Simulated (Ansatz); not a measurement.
# C2H6O2Si: how energies converge with the basis set

The task here is to estimate one member of a computed series from the others.

Method: one geometry, several basis sets; program: Ansatz 0.2.0, Gaussian basis.

Levels to be run: PBE0-D4/def2-SVP; ωB97M-V/def2-SVP; PBE0-D4/def2-QZVPP; ωB97M-V/def2-QZVPP; the functionals' def2-TZVPP values are taken from earlier runs.

## The geometry

An earlier PBE0-D4 in a triple-zeta def2 set relaxation fixed the geometry.

SMILES `C[SiH](O)C=O`, 11 atoms, charge 0, spin multiplicity 1.

Atoms are counted from 1 here; the program's logs count them from 0.

Bond lengths: C1–Si2 1.857 Å, C1–H6 1.092 Å, C1–H7 1.093 Å, C1–H8 1.093 Å, Si2–O3 1.639 Å, Si2–C4 1.925 Å, Si2–H9 1.489 Å, O3–H10 0.964 Å, C4–O5 1.211 Å, C4–H11 1.115 Å. Angles: Si2–C1–H6 111.2°, Si2–C1–H7 110.1°, Si2–C1–H8 110.7°, H6–C1–H7 108.2°, H6–C1–H8 108.6°, H7–C1–H8 107.8°, C1–Si2–O3 112.3°, C1–Si2–C4 111.6°, C1–Si2–H9 110.0°, O3–Si2–C4 103.2°, O3–Si2–H9 111.6°, C4–Si2–H9 107.9°, Si2–O3–H10 112.3°, Si2–C4–O5 118.0°, Si2–C4–H11 123.2°, O5–C4–H11 118.8°.

The first run:

File in.yaml:

```yaml
crystal:
  periodic: [false, false, false]
  atoms:
    - {symbol: C, position_ang: [-0.779111, 1.235793, 0.656967]}
    - {symbol: Si, position_ang: [0.265437, -0.286893, 0.455358]}
    - {symbol: O, position_ang: [1.858147, 0.067673, 0.295751]}
    - {symbol: C, position_ang: [-0.143705, -1.216162, -1.180104]}
    - {symbol: O, position_ang: [0.753669, -1.390785, -1.974661]}
    - {symbol: H, position_ang: [-0.667485, 1.907792, -0.196533]}
    - {symbol: H, position_ang: [-0.483624, 1.778248, 1.558384]}
    - {symbol: H, position_ang: [-1.835097, 0.970575, 0.757068]}
    - {symbol: H, position_ang: [0.023592, -1.223386, 1.587911]}
    - {symbol: H, position_ang: [2.235209, -0.300345, -0.511982]}
    - {symbol: H, position_ang: [-1.161532, -1.599610, -1.427460]}
basis:
  gaussian: {orbitals: def2-SVP}
hamiltonian: {xc: pbe0, dispersion: d4}
output: {orbitals: {seedname: orbitals}}
```

Command:

```sh
ansatz run in.yaml --threads 4 --pin off --events-out ev --progress --plain --max-ram 10444MiB
```

Steps of the session up to this table: PBE0-D4 in def2-SVP; ωB97M-V in def2-SVP; PBE0-D4 in def2-QZVPP; ωB97M-V in def2-QZVPP.

One table of the session follows, with a row left open; its other results are not shown here.

It belongs to the step «Density functionals: the series». 

| functional | basis | HOMO (eV) |
| --- | --- | --- |
| PBE0-D4 | def2-SVP | -7.02 |
| PBE0-D4 | def2-TZVPP | -7.15 |
| PBE0-D4 | def2-QZVPP | ? |
| ωB97M-V | def2-SVP | -9.32 |
| ωB97M-V | def2-TZVPP | -9.46 |
| ωB97M-V | def2-QZVPP | -9.50 |

Q: Estimate the row for PBE0-D4, def2-QZVPP from the others.

The run gave: HOMO (eV): -7.18. In the column «HOMO (eV)» it lies between ωB97M-V, def2-SVP (-9.32) and PBE0-D4, def2-TZVPP (-7.15).
